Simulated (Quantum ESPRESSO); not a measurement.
## PtSe in Quantum ESPRESSO: the effect of Hubbard term

PtSe:

```
Pt Se
1.0
     3.70187    0.00000    0.00000
    -1.85094    3.20591    0.00000
     0.00000    0.00000    3.61284
Pt Se
1 1
Direct
  0.00000 0.00000 0.00000
  0.66667 0.33333 0.50000
```

The cell comes from a database or a generator and needn't be the stable form of this composition.

Alike in all runs:

```yaml
Program: Quantum ESPRESSO 7.5
Task: single point
Functional: PBE
Potentials_or_basis: GBRV 1.5 PBE
Cutoff: 612 eV
Density_cutoff: 4898 eV
k_mesh: 6 × 6 × 5
Occupations: gaussian, width 0.05 eV
Spin: collinear spin, ferromagnetic start
Starting_moments: "[2.0, 0.0] μB"
Hubbard_projectors: ortho-atomic
Double: 2
Start_of_the_occupations: atomic
Moments_locked: none
Magnetic_state_asked_for: fm
Formal_shell_electrons: 1 d8
```

| Hubbard term | pressure (GPa) |
| --- | --- |
| none | -11.8 |
| Pt d U = 1 eV | -11.9 |
| Pt d U = 2 eV | -11.7 |
| Pt d U = 3 eV | -11.5 |
| Pt d U = 4 eV | -11.3 |
| Pt d U = 5 eV | -11.0 |
| Pt d U = 6 eV | -10.7 |
| Pt d U = 8 eV | ? |

What does the run with Hubbard term Pt d U = 8 eV give?

Pressure -9.9 GPa.

Worked out: A parabola through the other rows of the pressure, of slope 0.494 GPa per eV there, extrapolates to -9.8 GPa, against the run's -9.9.
